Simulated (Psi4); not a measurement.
# revPBE/def2-TZVPPD run of GeH2 (SMILES [GeH2])

What is the energy change on altering one bond length of GeH2 at revPBE/def2-TZVPPD? 

The results are computed with Psi4 1.11.

## 1. The molecule

GeH2: 3 atoms, total charge 0, spin state singlet. SMILES: `[GeH2]`. The shape is that of a PBE0-D4/def2-TZVP optimisation.

Bond lengths: Ge1–H2 1.595 Å, Ge1–H3 1.594 Å. Angles: H2–Ge1–H3 90.6°.

## 2. Energy and gradient at revPBE/def2-TZVPPD

The input, calc.dat:

```
memory 2200 MB

molecule system {
  0 1
  Ge
  H 1 1.59453
  H 1 1.594436 2 90.64041
  symmetry c1
  no_reorient
  no_com
}

set basis def2-TZVPPD
set reference rks
set puream true
set e_convergence 1e-09
set d_convergence 1e-08
set scf_type pk
set dft_radial_points 99
set dft_spherical_points 590

e, wfn = gradient('revpbe', return_wfn=True)
print_variables()
```

Started as:

```bash
$ psi4 -n 1 calc.dat calc.out
```

calc.out:

```text
[...]
  Running in c1 symmetry.
[...]
  Nuclear repulsion =   21.473701843608630
[...]
  Multiplicity = 1
[...]
  Nalpha       = 17
  Nbeta        = 17
[...]
    Number of basis functions: 88
[...]
   @RKS iter   1: -2076.34712875820651   -1.56967e+00   3.60884e-02 DIIS/ADIIS
[...]
   @RKS iter  10: -2077.98669387523205   -3.18323e-11   7.54319e-09 DIIS
[...]
    Orbital Energies [Eh]
    ---------------------
    Doubly Occupied:
       1A   -397.093152     2A    -49.176034     3A    -43.784428
       4A    -43.779947     5A    -43.778972     6A     -5.978106
       7A     -4.201171     8A     -4.187225     9A     -4.184085
      10A     -1.101678    11A     -1.098315    12A     -1.095837
      13A     -1.087199    14A     -1.085077    15A     -0.469532
      16A     -0.277338    17A     -0.215115
[...]
  @RKS Final Energy: -2077.98669387523205
   => Energetics <=
    Nuclear Repulsion Energy =             21.4737018436086302
    One-Electron Energy =               -2937.9327817768216846
    Two-Electron Energy =                 918.0133538014636088
    DFT Exchange-Correlation Energy =     -79.5409677434826534
    Empirical Dispersion Energy =           0.0000000000000000
    VV10 Nonlocal Energy =                  0.0000000000000000
    Total Energy =                      -2077.9866938752320493
[...]
 Multipole Moments:
 ------------------------------------------------------------------------------------
     Multipole            Electronic (a.u.)      Nuclear  (a.u.)        Total (a.u.)
 ------------------------------------------------------------------------------------
 L = 1.  Multiply by 2.5417464519 to convert [e a0] to [Debye]
 Dipole X            :          1.7128609           -1.6533240            0.0595369
 Dipole Y            :          1.6940216           -1.6350444            0.0589773
 Dipole Z            :          0.0000000            0.0000000            0.0000000
 Magnitude           :                                                    0.0838031
[...]
  -Total Gradient:
     Atom            X                  Y                   Z
    ------   -----------------  -----------------  -----------------
       1       -0.004963563505    -0.004883777945     0.000000000000
       2        0.000258740184     0.004677996027     0.000000000000
       3        0.004705229103     0.000206196148    -0.000000000000
[...]
```

It took 17 s on 1 thread of Intel Xeon Platinum 8259CL at 2.50GHz (Skylake/Cascade Lake), shared host; peak memory 0.76 GiB.

## 3. The distorted shape

The input, job.in:

```
memory 2200 MB

molecule m {
  0 1
  Ge    -0.623680     0.638169    -0.266460
  H      0.729420     0.976669     0.506240
  H     -0.212900    -1.148700    -0.245300
  units angstrom
  symmetry c1
  no_reorient
  no_com
}

set globals {
  basis                def2-TZVPPD
  puream               true
  e_convergence        1e-09
  d_convergence        1e-08
  scf_type             pk
  dft_radial_points    99
  dft_spherical_points 590
}

energy_value, wavefunction = gradient("revpbe", return_wfn=True)
oeprop(wavefunction, "MAYER_INDICES", "DIPOLE", "MULLIKEN_CHARGES")
```

Started as:

```bash
$ psi4 job.in job.out -n 1
```

job.out:

```text
[...]
  Running in c1 symmetry.
[...]
  Nuclear repulsion =   20.071631196436300
[...]
  Multiplicity = 1
[...]
  Nalpha       = 17
  Nbeta        = 17
[...]
    Number of basis functions: 88
[...]
   @RKS iter   1: -2076.31825426771957   -1.61848e+00   3.61192e-02 ADIIS/DIIS
[...]
   @RKS iter  12: -2077.97860011226749   -4.09273e-12   3.81969e-09 DIIS
[...]
    Orbital Energies [Eh]
    ---------------------
    Doubly Occupied:
       1A   -397.103919     2A    -49.185780     3A    -43.794062
       4A    -43.790034     5A    -43.788895     6A     -5.987307
       7A     -4.209805     8A     -4.196751     9A     -4.193455
      10A     -1.110028    11A     -1.107078    12A     -1.104599
      13A     -1.095707    14A     -1.094382    15A     -0.460361
      16A     -0.267000    17A     -0.218917
[...]
  @RKS Final Energy: -2077.97860011226749
   => Energetics <=
    Nuclear Repulsion Energy =             20.0716311964363001
    One-Electron Energy =               -2934.9086135425641260
    Two-Electron Energy =                 916.3604163094331625
    DFT Exchange-Correlation Energy =     -79.5020340755727091
    Empirical Dispersion Energy =           0.0000000000000000
    VV10 Nonlocal Energy =                  0.0000000000000000
    Total Energy =                      -2077.9786001122674861
[...]
  -Total Gradient:
     Atom            X                  Y                   Z
    ------   -----------------  -----------------  -----------------
       1       -0.002403809280     0.033216181572     0.002446716851
       2       -0.004499424859    -0.000226450434    -0.002467884663
       3        0.006903049347    -0.032989488710     0.000021094861
[...]
 Multipole Moments:
 ------------------------------------------------------------------------------------
     Multipole            Electronic (a.u.)      Nuclear  (a.u.)        Total (a.u.)
 ------------------------------------------------------------------------------------
 L = 1.  Multiply by 2.5417464519 to convert [e a0] to [Debye]
 Dipole X            :         36.6215089          -36.7386191           -0.1171102
 Dipole Y            :        -37.9652996           38.2657767            0.3004771
 Dipole Z            :         15.5904291          -15.6200604           -0.0296313
 Magnitude           :                                                    0.3238508
[...]
  Mulliken Charges: (a.u.)
   Center  Symbol    Alpha    Beta     Spin     Total
       1    GE    15.99086 15.99086  0.00000  0.01827
       2     H     0.49453  0.49453  0.00000  0.01095
       3     H     0.51461  0.51461  0.00000 -0.02922
   Total alpha = 17.00000, Total beta = 17.00000, Total charge =  0.00000
  Mayer Bond Indices:
[...]
```

Run time: 23 s. Hardware: 1 thread of Intel Xeon Platinum 8259CL at 2.50GHz (Skylake/Cascade Lake), shared host; peak memory 0.75 GiB.

## 4. Summary of results

Level: revPBE/def2-TZVPPD.

| quantity | value |
| --- | --- |
| first shape: total energy | -2077.98669 Eh |
| first shape: dipole moment | 0.21 D |
| first shape: HOMO energy | -5.85 eV |
| first shape: LUMO energy | -3.84 eV |
| first shape: HOMO–LUMO gap | 2.01 eV |
| first shape: largest force on an atom | 0.358 eV/Å |
| distorted shape: total energy | -2077.97860 Eh |
| distorted shape: dipole moment | 0.82 D |
| distorted shape: HOMO energy | -5.96 eV |
| distorted shape: LUMO energy | -3.92 eV |
| distorted shape: HOMO–LUMO gap | 2.03 eV |
| distorted shape: largest force on an atom | 1.733 eV/Å |
| energy change with the Ge1–H3 bond stretched from 1.594 to 1.834 Å | 0.220 eV |

With the Ge1–H3 bond stretched from 1.594 to 1.834 Å the energy rises by 0.22 eV (21.3 kJ/mol). The first shape isn't relaxed at this level, so the change isn't measured from a minimum. The largest force (first shape) is 0.36 eV/Å: the shape isn't a stationary point for this species at this level.
